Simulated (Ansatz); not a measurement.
# Be2H3: the cost of one run

Method: DFT PBE, scalar-relativistic, plane waves, PAW, in Ansatz 0.2.0.

## 1. The system as given

Symmetry: P-3m1, No. 164, trigonal system. The conventional cell has a = 2.893 Å, b = 2.893 Å, c = 4.501 Å, α = 90.00°, β = 90.00°, γ = 120.00°. Be (site symmetry 3m) has 7 H at 1.74 to 2.00 Å as nearest neighbours. H (site symmetry -3m) is surrounded by 6 Be at 2.00 Å. H (site symmetry 3m) is surrounded by 4 Be at 1.74 to 1.80 Å.

Coordinates:

```cif
data_structure
_symmetry_space_group_name_H-M 'P-3m1'
_symmetry_Int_Tables_number 164
_cell_length_a 2.8933
_cell_length_b 2.8933
_cell_length_c 4.5015
_cell_angle_alpha 90.000
_cell_angle_beta 90.000
_cell_angle_gamma 120.000
_cell_volume 32.63
loop_
_atom_site_label
_atom_site_type_symbol
_atom_site_symmetry_multiplicity
_atom_site_Wyckoff_symbol
_atom_site_fract_x
_atom_site_fract_y
_atom_site_fract_z
_atom_site_occupancy
Be1 Be 2 d 0.33333 0.66667 0.24500 1
H1 H 1 a 0.00000 0.00000 0.00000 1
H2 H 2 d 0.33333 0.66667 0.64500 1
```

(A quick probe on a coarse mesh, which set the mesh and smearing, is not shown.)

## 3. Coarse relaxation

File input.yaml:

```yaml
crystal:
  lattice:
    - [2.8932736175, 0.0, 0.0]
    - [-1.4466368088, 2.5056484529, 0.0]
    - [0.0, 0.0, 4.5014637755]
  atoms:
    - { symbol: Be, position: [0.3333333333, 0.6666666667, 0.245] }
    - { symbol: Be, position: [0.6666666667, 0.3333333333, 0.755] }
    - { symbol: H, position: [0.0, 0.0, 0.0] }
    - { symbol: H, position: [0.3333333333, 0.6666666667, 0.645] }
    - { symbol: H, position: [0.6666666667, 0.3333333333, 0.355] }
basis:
  ecutwfc: 420
kpoints:
  mp_grid: { grid: [6, 6, 4] }
hamiltonian:
  xc: pbe
scf:
  occupations: { method: gaussian, width: 0.1 }
  lower_state_search: "off"
output:
  forces: true
  stress: true
  eigenvalues: true
relax:
  adjacent_minimum: "off"
  f_tol: 0.04
  max_steps: 70
  cell: { stress_tol: 0.4 }
```

Started as:

```
> ansatz run input.yaml --threads 1 --pin off --max-ram 2560MiB --backend cpu --events-out ev --progress --plain --runs-dir out
```

**Question.** How long does this run take on 1 thread of Intel Xeon 6975P-C (Granite Rapids), shared host, and how much memory does it need?

About 5.1 s, with a peak of 0.33 GiB.
